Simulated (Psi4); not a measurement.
# GaSiH7O (SMILES [SiH3][OH+][GaH3-]) at HF/STO-3G

Aim: the vertical ionisation energy of GaSiH7O at HF/STO-3G, from 2 runs. 

The results are computed with Psi4 1.11.

5 further runs of the same task are left out: 3 that didn't finish, 2 set aside as unsound or not needed. Runs told in other sessions of the task aren't counted.

**1. The molecule**

The species is GaSiH7O (10 atoms), meant as a singlet with charge 0. SMILES: `[SiH3][OH+][GaH3-]`. Geometry: relaxed at PBE0-D4/def2-TZVP.

Bond lengths: Si1–O2 1.685 Å, O2–Ga3 2.176 Å, Si1–H4 1.485 Å, Si1–H5 1.480 Å, Si1–H6 1.475 Å, O2–H7 0.960 Å, Ga3–H8 1.571 Å, Ga3–H9 1.583 Å, Ga3–H10 1.578 Å. Some angles: Si1–O2–Ga3 118.1°, Si1–O2–H7 117.7°, Ga3–O2–H7 112.1°, O2–Si1–H4 106.7°, O2–Si1–H5 110.5°, O2–Si1–H6 105.9°, O2–Ga3–H8 100.1°, O2–Ga3–H9 92.2°, O2–Ga3–H10 95.6°, H4–Si1–H5 110.0°.

**2. Energy and gradient at HF/STO-3G**

Contents of job.in:

```
memory 2200 mb

molecule {
  0 1
  Si
  O 1 R2
  Ga 2 R3 1 A3
  H 1 R4 2 A4 3 D4
  H 1 R5 4 A5 2 D5
  H 1 R6 5 A6 4 D6
  H 2 R7 1 A7 6 D7
  H 3 R8 2 A8 7 D8
  H 3 R9 8 A9 2 D9
  H 3 R10 8 A10 9 D10

  R2 = 1.685497
  R3 = 2.176108
  A3 = 118.05296
  R4 = 1.484657
  A4 = 106.72622
  D4 = -179.80058
  R5 = 1.479904
  A5 = 109.95331
  D5 = 119.88182
  R6 = 1.474754
  A6 = 111.98742
  D6 = -124.69543
  R7 = 0.960275
  A7 = 117.65245
  D7 = 159.7671
  R8 = 1.57141
  A8 = 100.05588
  D8 = -100.06767
  R9 = 1.582853
  A9 = 118.89619
  D9 = 98.21709
  R10 = 1.578095
  A10 = 119.62106
  D10 = 159.35152
  units angstrom
  symmetry c1
  no_reorient
  no_com
}

set {
  basis         STO-3G
  puream        true
  e_convergence 1e-09
  d_convergence 1e-08
  scf_type      pk
}

energy_value, wavefunction = gradient('hf', return_wfn=True)
```

The run is started by

```bash
psi4 job.in job.out -n 1
```

job.out:

```text
[...]
  Running in c1 symmetry.
[...]
  Nuclear repulsion =  256.165784262817851
[...]
  Multiplicity = 1
[...]
  Nalpha       = 30
  Nbeta        = 30
[...]
    Number of basis functions: 39
[...]
   @RHF iter   1: -2263.85606146981900   -4.43492e+00   1.86140e-02 ADIIS/DIIS
[...]
   @RHF iter  16: -2264.40479750717168   -9.09495e-13   6.95491e-09 DIIS
[...]
    Orbital Energies [Eh]
    ---------------------
    Doubly Occupied:
       1A   -374.515104     2A    -68.065482     3A    -46.586199
       4A    -41.806861     5A    -41.803079     6A    -41.802810
       7A    -20.311260     8A     -6.042115     9A     -5.684675
      10A     -4.067996    11A     -4.067204    12A     -4.067019
      13A     -3.833005    14A     -3.827802    15A     -3.827562
      16A     -1.329242    17A     -0.747982    18A     -0.634004
      19A     -0.559812    20A     -0.520051    21A     -0.468712
      22A     -0.438710    23A     -0.419311    24A     -0.347287
      25A     -0.343022    26A     -0.242165    27A     -0.241476
      28A     -0.209949    29A     -0.209013    30A     -0.202005
[...]
  @RHF Final Energy: -2264.40479750717168
   => Energetics <=
    Nuclear Repulsion Energy =            256.1657842628178514
    One-Electron Energy =               -3686.6993382932114400
    Two-Electron Energy =                1166.1287565232219094
    Total Energy =                      -2264.4047975071716792
[...]
 Multipole Moments:
 ------------------------------------------------------------------------------------
     Multipole            Electronic (a.u.)      Nuclear  (a.u.)        Total (a.u.)
 ------------------------------------------------------------------------------------
 L = 1.  Multiply by 2.5417464519 to convert [e a0] to [Debye]
 Dipole X            :          0.1974817           -0.5210795           -0.3235978
 Dipole Y            :         -5.8736636            7.4401517            1.5664881
 Dipole Z            :          8.1147101           -9.2804123           -1.1657022
 Magnitude           :                                                    1.9792580
[...]
  -Total Gradient:
     Atom            X                  Y                   Z
    ------   -----------------  -----------------  -----------------
       1        0.000586261371    -0.009229741671     0.035426414621
       2       -0.014427225426     0.059741308330    -0.020469267268
       3        0.001740018410    -0.013173645834     0.008432830191
       4        0.000007593535     0.030570616306    -0.009161722489
       5       -0.024396012312    -0.014053593499    -0.012132653303
       6        0.024717692395    -0.014024175630    -0.008010751249
       7        0.013223814003    -0.015170858028    -0.004090241874
       8        0.053551493581     0.001072679990     0.032132082486
       9       -0.001506714084    -0.032649852965    -0.053923066410
      10       -0.053496921472     0.006917263020     0.031796375366
[...]
```

Run time: 2 s. Hardware: 1 thread of Intel Xeon 6975P-C (Granite Rapids), shared host; peak memory 0.19 GiB.

**3. The doublet cation, same level**

Contents of gah7osi.xyz:

```xyz
10
GaH7OSi
Si    -0.484700     0.680100    -1.289300
O     -0.772200    -0.233700     0.097500
Ga     0.882100    -0.551000     1.475200
H     -1.767100     0.740000    -2.035000
H      0.556000     0.040700    -2.124900
H     -0.069600     2.013200    -0.814500
H     -1.323900    -1.014800     0.010100
H      0.306600     0.146600     2.760300
H      1.885600     0.253500     0.552600
H      0.870300    -2.125600     1.370900
```

Contents of gah7osi.py:

```python
import psi4

psi4.set_memory(2200000000)
psi4.set_num_threads(1)
psi4.set_output_file('run.log', False)

with open('gah7osi.xyz') as f:
    atoms = ''.join(f.readlines()[2:])
mol = psi4.geometry('1 2\n' + atoms + 'symmetry c1\nno_reorient\nno_com')

psi4.set_options({
    'reference': 'uhf',
    'puream': True,
    'e_convergence': 1e-09,
    'd_convergence': 1e-08,
    'scf_type': 'pk',
    'maxiter': 100,
})

e = psi4.gradient("hf/STO-3G")
print('gradient / Eh bohr^-1')
print(e.np.round(6))
```

The run is started by

```bash
python gah7osi.py
```

run.log:

```text
[...]
  Running in c1 symmetry.
[...]
  Nuclear repulsion =  256.165787413938176
[...]
  Multiplicity = 2
[...]
  Nalpha       = 30
  Nbeta        = 29
[...]
    Number of basis functions: 39
[...]
   @UHF iter   1: -2263.35618140907809   -3.93504e+00   2.13119e-02 ADIIS/DIIS
[...]
   @UHF iter  78: -2264.36448119829765   -4.40195e-10   5.69898e-09 DIIS
[...]
   @S^2 Observed:                7.503006703E-01
[...]
  @UHF Final Energy: -2264.36448119829765
   => Energetics <=
    Nuclear Repulsion Energy =            256.1657874139381761
    One-Electron Energy =               -3650.4506512154275697
    Two-Electron Energy =                1129.9203826031916833
    Total Energy =                      -2264.3644811982976535
  UHF NO Occupations:
  HONO-2 :   28  A 1.9999526
  HONO-1 :   29  A 1.9999431
  HONO-0 :   30  A 1.0000000
  LUNO+0 :   31  A 0.0000569
  LUNO+1 :   32  A 0.0000474
[...]
 Multipole Moments:
 ------------------------------------------------------------------------------------
     Multipole            Electronic (a.u.)      Nuclear  (a.u.)        Total (a.u.)
 ------------------------------------------------------------------------------------
 L = 1.  Multiply by 2.5417464519 to convert [e a0] to [Debye]
 Dipole X            :        -27.8922465           28.0427798            0.1505333
 Dipole Y            :         16.9857957          -17.7173163           -0.7315205
 Dipole Z            :        -52.5333130           53.2534271            0.7201141
 Magnitude           :                                                    1.0374714
[...]
  -Total Gradient:
     Atom            X                  Y                   Z
    ------   -----------------  -----------------  -----------------
       1        0.006753874768    -0.041481651862     0.065544239452
       2       -0.069414935080     0.006249293271    -0.063954952369
       3        0.052162770747    -0.008457026568     0.047886281309
       4       -0.026266738051     0.004004004538    -0.019928222078
       5        0.019537885222    -0.008121516835    -0.023689534530
       6        0.006714710655     0.028596116263     0.004173379175
       7        0.015849101587     0.017349638308     0.002875865799
       8       -0.008886774918     0.007838644001     0.010685271744
       9        0.008278058060     0.013040832715    -0.018597094289
      10       -0.004727952906    -0.019018333827    -0.004995234323
[...]
```

Standard output:

```text
gradient / Eh bohr^-1
[[ 0.006754 -0.041482  0.065544]
 [-0.069415  0.006249 -0.063955]
 [ 0.052163 -0.008457  0.047886]
 [-0.026267  0.004004 -0.019928]
 [ 0.019538 -0.008122 -0.02369 ]
 [ 0.006715  0.028596  0.004173]
 [ 0.015849  0.01735   0.002876]
 [-0.008887  0.007839  0.010685]
 [ 0.008278  0.013041 -0.018597]
 [-0.004728 -0.019018 -0.004995]]
```

It took 1.9 s on 1 thread of Intel Xeon 6975P-C (Granite Rapids), shared host; peak memory 0.2 GiB.

**4. What came out**

Level: HF/STO-3G.

```
                                                    quantity           value
                               singlet GaSiH7O: total energy  -2264.40480 Eh
                              singlet GaSiH7O: dipole moment          5.03 D
                                singlet GaSiH7O: HOMO energy        -5.50 eV
                                singlet GaSiH7O: LUMO energy         8.31 eV
                              singlet GaSiH7O: HOMO–LUMO gap        13.81 eV
                   singlet GaSiH7O: largest force on an atom      3.331 eV/Å
                                doublet cation: total energy  -2264.36448 Eh
          doublet cation: HOMO energy (highest over α and β)       -16.26 eV
           doublet cation: LUMO energy (lowest over α and β)        -1.30 eV
                                        doublet cation: ⟨S²⟩           0.750
                    doublet cation: largest force on an atom      4.864 eV/Å
vertical ionisation energy (to the doublet cation), in doubt        1.097 eV
```

Removing an electron at fixed nuclei costs 1.10 eV (25 kcal/mol). The largest force (singlet GaSiH7O) is 3.33 eV/Å: too large for a shape near rest; a basis without polarisation functions on a geometry from another level can give that. The negative HOMO energy of the first species, 5.50 eV, lies 4.40 eV above that difference. This ionisation energy lies far from the orbital energy or is small for a neutral ground state: the minimal basis may be the cause, the hole may sit in another orbital, or the first species is not in its lowest state. In a minimal basis such a difference can be off by several eV, whatever the method.
